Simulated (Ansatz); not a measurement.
**HfCl+ (septet): wave-function methods side by side, def2-QZVPP**

An exercise on one series of results from a longer session: the logs are not shown, and one member is left open.

Computed with Ansatz 0.2.0, Gaussian basis. Level: def2-QZVPP, core rule «outside noble gas», up to 9 orbitals frozen.

The runs, in order: UHF; ROHF; CCSD(T) on UHF.

## What is computed

The geometry is a PBE0/def2-TZVP stationary point (not a proven minimum) of the parent state, kept for this charge and spin. No spin-orbit coupling is included. Elements past krypton take def2 core potentials.

2 atoms, charge 1, spin multiplicity 7.

Atoms are counted from 1 here; the program's logs count them from 0.

Bond lengths: Hf1–Cl2 3.106 Å.

Set-up of the first run:

The input, in.yaml:

```yaml
crystal:
  periodic: [false, false, false]
  atoms:
    - {symbol: Hf, position_ang: [0.000000, 0.000000, 0.000000]}
    - {symbol: Cl, position_ang: [0.000000, 0.000000, 3.105600]}
basis:
  gaussian: {orbitals: "def2-QZVPP.json"}
total_charge: 1
magnetization: {spin_polarized: true, initial_magnetization: 6}
hamiltonian: {xc: hf}
output: {orbitals: {seedname: orbitals}}
```

Launch:

```bash
ansatz run in.yaml --threads 1 --pin off --events-out ev --progress --plain --max-ram 4096MiB --backend cpu
```

Steps of the session up to this table: UHF; ROHF; CCSD(T) on UHF.

One table of the session follows, with a row left open; its other results are not shown here.

```
  method  from UCCSD(T) (meV)
    ROHF              +6077.7
     UHF                    ?
    UMP2              +1078.8
   UCCSD               +202.0
UCCSD(T)                    0
```

Q: Estimate the row for UHF from the others.

The run gave: from UCCSD(T) (meV): +5763.4. In the column «from UCCSD(T) (meV)» it lies between UMP2 (+1078.8) and ROHF (+6077.7).
